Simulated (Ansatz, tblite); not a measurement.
**The cluster B7N7: a ladder of methods and basis sets**

Aim: run the singlet of the cluster B7N7 at one geometry on many levels, and compare frontier levels, spin and run time.

Method: as each input shows; program: Ansatz 0.2.0, Gaussian basis.

Levels to be run: GFN1-xTB, GFN2-xTB, PBE-D4/def2-TZVP, r2SCAN-D4/def2-TZVP, B2PLYP/def2-TZVP, BLYP-D4/def2-TZVP, B3LYP-D4/def2-TZVP, PBE-D4/def2-SVP, PBE0-D4/def2-SVP, HF/STO-3G, CCSD(T)/def2-TZVPP, MP2/def2-TZVP, RPA/def2-TZVP.

### 1 The structure

The singlet was relaxed beforehand with r2SCAN-D4/def2-SVP.

14 atoms, charge 0, spin multiplicity 1.

Bond lengths: N1–B2 1.337 Å, N1–B4 1.454 Å, B2–N6 1.551 Å, B2–B12 1.771 Å, N3–B4 1.431 Å, N3–B9 1.431 Å, B4–N5 1.483 Å, N5–B7 1.295 Å, N6–B7 1.441 Å, N6–B12 1.399 Å, N8–B9 1.454 Å, N8–B10 1.337 Å, B9–N13 1.483 Å, B10–N11 1.551 Å, B10–B12 1.770 Å, N11–B12 1.399 Å, N11–B14 1.441 Å, N13–B14 1.295 Å. Angles: B2–N1–B4 99.7°, N1–B2–N6 129.1°, N1–B2–B12 148.9°, N6–B2–B12 49.3°, B4–N3–B9 120.8°, N1–B4–N3 109.9°, N1–B4–N5 120.8°, N3–B4–N5 125.6°, B4–N5–B7 97.4°, B2–N6–B7 93.4°, B2–N6–B12 73.6°, B7–N6–B12 117.9°, N5–B7–N6 148.9°, B9–N8–B10 99.7°, N3–B9–N8 109.9°, N3–B9–N13 125.5°, N8–B9–N13 120.8°, N8–B10–N11 129.2° and more.

PBE0-D4/def2-TZVP was run before; its log isn't repeated, and its numbers join the tables.

### 2 GFN1-xTB

Tight binding, by tblite at 300 K electronic temperature and without a spin-polarisation term:

```python
tblite.interface.Calculator('GFN1-xTB', numbers, positions, charge=0, uhf=0).singlepoint()
```

Energy -872.9709 eV, HOMO -10.59 eV, LUMO -10.13 eV; 0.016 s.

### 3 GFN2-xTB

Tight binding, by tblite at 300 K electronic temperature and without a spin-polarisation term:

```python
tblite.interface.Calculator('GFN2-xTB', numbers, positions, charge=0, uhf=0).singlepoint()
```

Energy -789.4283 eV, HOMO -10.49 eV, LUMO -10.07 eV; 0.016 s.

### 4 PBE-D4/def2-TZVP

start.molden holds the orbitals of an earlier run on this state, given as this run's starting guess.

The input, in.yaml:

```yaml
crystal:
  periodic: [false, false, false]
  atoms:
    - {symbol: N, position_ang: [-0.843589, -1.921842, 0.156153]}
    - {symbol: B, position_ang: [-0.066022, -1.267641, 1.024552]}
    - {symbol: N, position_ang: [-0.769241, -0.474690, -1.708818]}
    - {symbol: B, position_ang: [-1.476145, -0.792542, -0.505643]}
    - {symbol: N, position_ang: [-2.360224, 0.130721, 0.245699]}
    - {symbol: N, position_ang: [-0.448603, -0.157577, 2.038290]}
    - {symbol: B, position_ang: [-1.649832, 0.198366, 1.326263]}
    - {symbol: N, position_ang: [1.558068, -0.539537, -1.308080]}
    - {symbol: B, position_ang: [0.430706, 0.304470, -1.669225]}
    - {symbol: B, position_ang: [1.601895, -0.306666, 0.007356]}
    - {symbol: N, position_ang: [1.644467, 1.047871, 0.761708]}
    - {symbol: B, position_ang: [0.778192, 0.220022, 1.482931]}
    - {symbol: N, position_ang: [0.497895, 1.776006, -1.498285]}
    - {symbol: B, position_ang: [1.102445, 1.783029, -0.352903]}
basis:
  gaussian: {orbitals: def2-TZVP, fitting: {mean_field: def2-universal-jkfit}, initial_orbitals: start.molden}
hamiltonian: {xc: pbe, dispersion: d4}
scf: {omitted_lower_state_checks: [starts]}
output: {orbitals: {seedname: orbitals}}
```

On the command line:

```
ansatz run in.yaml --threads 2 --pin off --events-out ev --progress --plain --max-ram 22528MiB --backend cuda --devices 0, --max-vram 18GiB
```

Further steps of the session: r2SCAN-D4/def2-TZVP; B2PLYP/def2-TZVP; BLYP-D4/def2-TZVP; B3LYP-D4/def2-TZVP; PBE-D4/def2-SVP; PBE0-D4/def2-SVP; HF/STO-3G; CCSD(T)/def2-TZVPP; MP2/def2-TZVP; RPA/def2-TZVP.

**Question.** What will the summary of the whole plan be? Wanted: gap in def2-TZVP, named functionals, smallest and largest; correlation energy, CCSD(T)/def2-TZVPP; correlation energy, MP2/def2-TZVP; binding an atom, functionals in def2-TZVP; PBE0 total energy, smallest basis above largest.

As calculated:

| quantity | value |
| --- | --- |
| gap in def2-TZVP, named functionals, smallest and largest | 0.65 eV (PBE-D4), 2.24 eV (PBE0-D4) |
| correlation energy, CCSD(T)/def2-TZVPP | -58.93 eV |
| correlation energy, MP2/def2-TZVP | -54.97 eV |
| binding an atom, functionals in def2-TZVP | 5.01 (B2PLYP) to 5.46 eV (PBE-D4) |
| PBE0 total energy, smallest basis above largest | 15.96 eV (def2-SVP, def2-TZVP) |

Over the named functionals in def2-TZVP the gap runs from 0.65 eV (PBE-D4) to 2.24 eV (PBE0-D4); exact exchange widens it. Notes on CCSD(T)/def2-TZVPP: large T1 diagnostic.
